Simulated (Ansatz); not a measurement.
# AlGa₂H (triplet): wave-function methods side by side, cc-pVDZ

An exercise on one series of results from a longer session: the logs are not shown, and one member is left open.

Method: cc-pVDZ, core rule «outside noble gas», up to 33 orbitals frozen; program: Ansatz 0.2.0, Gaussian basis.

Plan: UHF; CCSD(T) on ROHF; CCSD(T) on UHF; BCCD(T) on ROHF; CISD as a restricted active space (open shells left free, so some higher excitations enter); CCSDT(Q) on ROHF; CCSDT(Q) on UHF; CASSCF and NEVPT2, 10 electrons in 13 orbitals.

5 further runs of the same task are left out: 1 that didn't finish, 4 set aside as unsound or not needed. Runs told in other sessions of the task aren't counted.

## What is computed

The geometry is a PBE0/def2-TZVP stationary point (not a proven minimum) of the parent state, kept for this charge and spin. No spin-orbit coupling is included. The filled d shell of Ga may be among the frozen orbitals whatever the setting's name suggests.

4 atoms, charge 0, spin multiplicity 3.

Atoms are counted from 1 here; the program's logs count them from 0.

Bond lengths: Al1–Ga2 2.548 Å, Al1–Ga3 2.548 Å, Al1–H4 1.600 Å, Ga2–Ga3 2.370 Å. Angles: Ga2–Al1–Ga3 55.4°, Ga2–Al1–H4 152.3°, Ga3–Al1–H4 152.3°, Al1–Ga2–Ga3 62.3°, Al1–Ga3–Ga2 62.3°.

Set-up of the first run:

File in.yaml:

```yaml
crystal:
  periodic: [false, false, false]
  atoms:
    - {symbol: Al, position_ang: [0.000000, 1.868499, 0.000000]}
    - {symbol: Ga, position_ang: [0.000000, -0.386610, -1.185145]}
    - {symbol: Ga, position_ang: [0.000000, -0.386610, 1.185145]}
    - {symbol: H, position_ang: [0.000000, 3.468731, 0.000000]}
basis:
  gaussian: {orbitals: cc-pVDZ}
magnetization: {spin_polarized: true, initial_magnetization: 2}
hamiltonian: {xc: hf}
output: {orbitals: {seedname: orbitals}}
```

The run is started by

```bash
$ ansatz run in.yaml --threads 1 --pin off --events-out ev --progress --plain --max-ram 4096MiB --backend cpu
```

Steps of the session up to this table: UHF; CCSD(T) on ROHF; CCSD(T) on UHF; BCCD(T) on ROHF; CISD as a restricted active space (open shells left free, so some higher excitations enter); CCSDT(Q) on ROHF; CCSDT(Q) on UHF; CASSCF and NEVPT2, 10 electrons in 13 orbitals.

One table of the session follows, with a row left open; its other results are not shown here.

| method | from UCCSDT(Q) (kJ/mol) |
| --- | --- |
| ROHF | +543.0 |
| UHF | +524.7 |
| RMP2 | +113.7 |
| UMP2 | +121.5 |
| RCCSD | +35.7 |
| UCCSD | +34.5 |
| RCCSD(T) | +7.4 |
| UCCSD(T) | +7.0 |
| BCCD(T) | +7.4 |
| RCCSDT | +3.2 |
| UCCSDT | +2.5 |
| RCCSDT(Q) | ? |
| UCCSDT(Q) | 0 |
| CASSCF valence | +264.8 |
| NEVPT2 valence | +71.2 |

Estimate the missing values for RCCSDT(Q).

The run gave: from UCCSDT(Q) (kJ/mol): +0.7. In the column «from UCCSDT(Q) (kJ/mol)» it lies between UCCSDT(Q) (0) and UCCSDT (+2.5).

Not comparable, so not listed: CISD as a restricted active space (open shells left free, so some higher excitations enter) (they don't share determinant, frozen orbitals or solution with the rows shown, or repeat one).

Limits of these values: Restricted and unrestricted rows rest on different reference determinants; a gap between their highest levels can come from leftover correlation error, from unlike frozen cores or from another state.
